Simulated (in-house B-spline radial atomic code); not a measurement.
**Sb⁴⁰⁺: ionisation energy by several methods**

Wanted: one ionisation energy, Sb⁴⁰⁺ to configuration [He] 2s2 2p6, up the ladder of functionals.

Method: Dirac-Coulomb, several functionals; spherical all-electron atom at the radial basis limit. Code: in-house B-spline radial atomic code version 1.

## Step 1: The atom as given

```
element       : antimony (Z = 51)
charge        : +40
electrons     : 11
configuration : [Ne] 3s1
nucleus       : Fermi, rms radius 4.680 fm
```

The outer shells:

[Ne] 3s1
```
[Ne] core
3s [↑ ]
```

The boxes only draw the filling; these runs are spin-restricted and spherical.

## Step 2: OLYP, a GGA

Input settings:

```ini
Z = 51
electrons = 11.0
configuration = [Ne] 3s1
hamiltonian = dirac
method = optx,lyp
spin_polarised = False
nucleus = fermi
rms_radius = 4.6802
mass_number = 121
atomic_mass = 120.903811353
speed_of_light = 137.035999084
```

## Step 3: BP86, a GGA

Changes to the settings of step 2:

```diff
@@ -4,3 +4,3 @@
 hamiltonian = dirac
-method = optx,lyp
+method = b88,p86
 spin_polarised = False
```

## Step 4: AM05, a GGA

Changes to the settings of step 3:

```diff
@@ -4,3 +4,3 @@
 hamiltonian = dirac
-method = b88,p86
+method = am05
 spin_polarised = False
```

## Step 5: RPBE, a GGA

Changes to the settings of step 4:

```diff
@@ -4,3 +4,3 @@
 hamiltonian = dirac
-method = am05
+method = rpbe,pbe
 spin_polarised = False
```

Before running: The tabulated ionisation energy is 2900 ± 0.5 eV (semi-empirical; NIST Atomic Spectra Database). What does each method give, and which comes nearest?

**Answer**, as computed:

| method | rung | total energy (hartree) | ΔSCF (eV) | with Breit, QED, recoil (eV) | −ε highest (eV) | corrected ΔSCF less tabulated (eV) |
| --- | --- | --- | --- | --- | --- | --- |
| OLYP | GGA | -5028.9633 | 2902.09 | 2899.24 | 2862.11 (3s1/2) | -0.76 |
| BP86 | GGA | -5029.0437 | 2902.11 | 2899.26 | 2865.48 (3s1/2) | -0.74 |
| AM05 | GGA | -5023.3196 | 2898.68 | 2895.83 | 2862.72 (3s1/2) | -4.17 |
| RPBE | GGA | -5028.7036 | 2904.12 | 2901.27 | 2864.32 (3s1/2) | +1.27 |

Against the tabulated ionisation energy, 2900 ± 0.5 eV (semi-empirical; NIST Atomic Spectra Database), the best here is BP86 (-0.74 eV) and the worst AM05 (-4.17 eV, or 0.14 %). Open shells are averaged (over orientations, and over spins where the run is restricted), while tables refer to the lowest levels.
